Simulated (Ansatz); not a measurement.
# FH6NSiSn: the cost of one run

All numbers are computed with Ansatz 0.2.0 through its Python package. The levels of theory stand in the script.

## Step 1: The structure

Bond lengths: F1–Sn2 1.943 Å, Sn2–N3 2.029 Å, N3–Si4 1.768 Å, Sn2–H5 1.763 Å, Sn2–H6 1.760 Å, N3–H7 1.058 Å, Si4–H8 1.489 Å, Si4–H9 1.537 Å, Si4–H10 1.428 Å. Angles (14 of 15 angles, heavy atoms first): F1–Sn2–N3 107.3°, Sn2–N3–Si4 110.4°, F1–Sn2–H5 109.8°, F1–Sn2–H6 111.3°, N3–Sn2–H5 109.4°, N3–Sn2–H6 109.5°, Sn2–N3–H7 109.9°, Si4–N3–H7 105.7°, N3–Si4–H8 107.2°, N3–Si4–H9 109.7°, N3–Si4–H10 115.2°, H5–Sn2–H6 109.6°, H8–Si4–H9 106.7°, H8–Si4–H10 109.0°.

The script holds or builds the structure itself.

## Step 2: The script

Input file run_methods.py:

```python
"""FH6NSiSn at several levels of theory."""

import ansatz as az
from ase import Atoms


def main() -> None:
    atoms = Atoms(["F", "Sn", "N", "Si", "H", "H", "H", "H", "H", "H"], positions=[
        (-1.7824, -0.6866, -1.5689),
        (-0.7074, 0.8613, -1.0948),
        (1.0002, 0.1729, -0.241),
        (0.6323, -0.7045, 1.2492),
        (-0.3075, 1.7782, -2.547),
        (-1.5539, 1.9016, 0.0442),
        (1.4643, -0.5306, -0.8799),
        (-0.315, -1.7976, 0.895),
        (-0.1087, 0.221, 2.2267),
        (1.7613, -1.267, 1.9194),
    ])
    system = az.Crystal.molecule_from_ase(atoms)

    calc = system.calculation().basis(gaussian="def2-SVP")

    methods = ["mp2", "ccsd", "ccsd_t"]
    reports = [calc.correlation(m).run(threads=1, pin="off").report for m in methods]
    print(f"Hartree-Fock reference {reports[0]['reference_energy_ev'] / 27.211386246:.6f} Ha")
    best = reports[-1]["free_energy_ev"] - reports[-1]["reference_energy_ev"]
    for method, each in zip(methods, reports):
        gained = each["free_energy_ev"] - each["reference_energy_ev"]
        print(f"{method:8s} total {each['free_energy_ev'] / 27.211386246:.6f} Ha  correlation {gained:9.4f} eV  ({100 * gained / best:.1f} % of the last)")


if __name__ == "__main__":
    main()
```

## Step 3: What the engine is handed

The engine receives this input (first run):

```yaml
crystal:
  periodic: [false, false, false]
  atoms:
    - { symbol: F, position_ang: [-1.7824, -0.6866, -1.5689] }
    - { symbol: Sn, position_ang: [-0.7074, 0.8613, -1.0948] }
    - { symbol: "N", position_ang: [1.0002, 0.1729, -0.241] }
    - { symbol: Si, position_ang: [0.6323, -0.7045, 1.2492] }
    - { symbol: H, position_ang: [-0.3075, 1.7782, -2.547] }
    - { symbol: H, position_ang: [-1.5539, 1.9016, 0.0442] }
    - { symbol: H, position_ang: [1.4643, -0.5306, -0.8799] }
    - { symbol: H, position_ang: [-0.315, -1.7976, 0.895] }
    - { symbol: H, position_ang: [-0.1087, 0.221, 2.2267] }
    - { symbol: H, position_ang: [1.7613, -1.267, 1.9194] }
basis:
  gaussian:
    orbitals: def2-SVP
correlation:
  method: mp2
```

## Step 4: Running it

Command:

```bash
python run_methods.py
```

**Question.** How long does this script take on 1 thread of Arm Neoverse V1, shared host, and how much memory does it need?

About 35 s, with a peak of 0.55 GiB.
